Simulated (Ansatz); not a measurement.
**CH6F2O2Si2: a ladder of functionals and wavefunction methods**

An exercise on one series of results from a longer session: the logs are not shown, and one member is left open.

Program: Ansatz 0.2.0, Gaussian basis. Level of theory: functionals in def2-TZVPP, the program's frozen cores in correlated methods. These are calculated values, not measurements.

Levels to be run: PBE-D4, r2SCAN-D4, PBE0-D4, B3LYP-D4, ωB97X-V, ωB97M-V, B2PLYP; CCSD(T)/def2-TZVPP; MP2/def2-QZVPP; extrapolation to the limit.

## Structure used throughout

An earlier PBE0-D4 in a triple-zeta def2 set relaxation fixed the geometry.

SMILES `O[Si@H](F)C[Si@@H](O)F`, 13 atoms, charge 0, spin multiplicity 1.

Atoms are counted from 1 here; the program's logs count them from 0.

Bond lengths: O1–Si2 1.630 Å, O1–H8 0.958 Å, Si2–F3 1.613 Å, Si2–C4 1.853 Å, Si2–H9 1.473 Å, C4–Si5 1.860 Å, C4–H10 1.096 Å, C4–H11 1.097 Å, Si5–O6 1.627 Å, Si5–F7 1.600 Å, Si5–H12 1.475 Å, O6–H13 0.961 Å. Angles: Si2–O1–H8 119.8°, O1–Si2–F3 109.3°, O1–Si2–C4 114.2°, O1–Si2–H9 105.9°, F3–Si2–C4 105.6°, F3–Si2–H9 107.4°, C4–Si2–H9 114.2°, Si2–C4–Si5 114.9°, Si2–C4–H10 108.6°, Si2–C4–H11 109.0°, Si5–C4–H10 109.5°, Si5–C4–H11 107.4°, H10–C4–H11 107.1°, C4–Si5–O6 111.5°, C4–Si5–F7 106.4°, C4–Si5–H12 114.0°, O6–Si5–F7 110.9°, O6–Si5–H12 106.7° and more.

The first run:

Input file in.yaml:

```yaml
crystal:
  periodic: [false, false, false]
  atoms:
    - {symbol: O, position_ang: [-0.977326, 1.602635, 2.107098]}
    - {symbol: Si, position_ang: [0.092586, 0.941317, 1.071066]}
    - {symbol: F, position_ang: [0.813109, -0.316863, 1.778725]}
    - {symbol: C, position_ang: [-0.667278, 0.270694, -0.480714]}
    - {symbol: Si, position_ang: [0.428413, -0.868454, -1.461755]}
    - {symbol: O, position_ang: [0.885840, -2.159501, -0.582876]}
    - {symbol: F, position_ang: [1.697668, -0.002215, -1.907650]}
    - {symbol: H, position_ang: [-1.783511, 1.132423, 2.322834]}
    - {symbol: H, position_ang: [1.122449, 1.969192, 0.843859]}
    - {symbol: H, position_ang: [-0.977484, 1.111982, -1.110580]}
    - {symbol: H, position_ang: [-1.573698, -0.290236, -0.220789]}
    - {symbol: H, position_ang: [-0.197974, -1.393473, -2.690059]}
    - {symbol: H, position_ang: [1.137196, -1.997500, 0.330839]}
basis:
  gaussian: {orbitals: def2-TZVPP}
hamiltonian: {xc: pbe, dispersion: d4}
output: {forces: true, orbitals: {seedname: orbitals}}
```

Launch:

```sh
$ ansatz run in.yaml --threads 2 --pin off --events-out ev --progress --plain --max-ram 32768MiB --backend cuda --devices 0, --max-vram 18GiB
```

Among the steps run: PBE-D4 (GGA); r2SCAN-D4 (meta-GGA); PBE0-D4 (hybrid); B3LYP-D4 (hybrid); ωB97X-V (range-separated); ωB97M-V (range-separated); B2PLYP (double hybrid); CCSD(T) in def2-TZVPP; MP2 in def2-QZVPP.

One of the session's tables, all rows but one given; the rest of the session is left out.

It belongs to the step «Atomisation energies». 

| method | atomisation energy (kcal/mol) |
| --- | --- |
| PBE-D4 | 1258.0 |
| r2SCAN-D4 | ? |
| PBE0-D4 | 1234.5 |
| B3LYP-D4 | 1240.4 |
| ωB97X-V | 1251.7 |
| ωB97M-V | 1252.3 |
| B2PLYP | 1233.9 |
| HF/def2-TZVPP | 919.4 |
| MP2/def2-TZVPP | 1252.7 |
| CCSD/def2-TZVPP | 1201.4 |
| CCSD(T)/def2-TZVPP | 1218.8 |
| MP2/CBS | 1290.0 |
| CCSD(T)/CBS | 1256.1 |

Q: Estimate the row for r2SCAN-D4 from the others.

**Answer.** atomisation energy (kcal/mol): 1250.4. In the column «atomisation energy (kcal/mol)» it lies between B3LYP-D4 (1240.4) and ωB97X-V (1251.7).

Limits of these values: Free atoms (2 O, 2 Si, 2 F, 1 C, 6 H) were run apart at each level; the atomisation energy is their sum less the molecule, without zero-point or spin-orbit terms.
